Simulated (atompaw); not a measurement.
# Zn: the cost of one run

Program: atompaw 4.2.0.5. Reference atom: PBE, scalar-relativistic, spherical and spin-unpolarised. All values are calculated.

**1. Settings**

Typed settings, in words:

```
element                 : zinc (Zn, Z = 30)
type                    : PAW
frozen core             : [Ar]
valence charge          : 12
reference configuration : 3d10 4s2 4p0
partial waves           : 4s (bound): rc 2.35 bohr; 4s channel at 0.25 Ry: rc 2.35 bohr; 4p (bound, empty): rc 2.35 bohr; 4p channel at 0.95 Ry: rc 2.35 bohr; 3d (bound): rc 0.80 bohr; 3d channel at 0.15 Ry: rc 0.80 bohr
local potential         : bessel scheme, radius 1.55 bohr
core correction         : smooth core density matched at 1.90 bohr
augmentation charge     : sinc compensation charge, radius 1.90 bohr; PAW radius 2.35 bohr; waves and projectors: custom rrkj vanderbiltortho
```

The outer shells as boxes (Hund's rule for the drawing; the calculation is spin-unpolarised):

```
[Ar] core
3d [↑↓][↑↓][↑↓][↑↓][↑↓]
4s [↑↓]
4p [  ][  ][  ]
```

The nodes and maxima of the atom's own shells, from an earlier all-electron run, set the scale for the radii.

All-electron outer shells of the reference configuration (PBE, scalar-relativistic, ld1.x):

| shell | level (eV) | outermost node (bohr) | outermost maximum (bohr) |
| --- | --- | --- | --- |
| 3s | -129.23 | 0.28 | 0.59 |
| 3p | -83.40 | 0.25 | 0.59 |
| 3d | -10.14 | – | 0.57 |
| 4s | -5.98 | 0.85 | 2.09 |
| 4p | -1.12 | 0.92 | 3.08 |

**2. Generating the potential**

The input, Zn.input:

```
Zn 30
GGA-PBE scalarrelativistic loggrid 1500 logderivrange -3 5 201
4 4 3 0 0 0
4 1 0
0 0 0
c
c
c
v
c
c
v
v
2
2.35 1.90 1.55 1.90
y
0.25
n
y
0.95
n
y
0.15
n
custom rrkj vanderbiltortho sinc
bessel
2.35
2.35
2.35
2.35
0.80
0.80
PWSCFOUT
UPFDX 0.0125d0 UPFXMIN -7.d0 UPFZMESH 30.d0
END
```

Started as:

```bash
$ atompaw < Zn.input > Zn.log
```

**Question.** How long does this run take on 1 thread of AMD EPYC 9R45, shared host?

About 3 s.
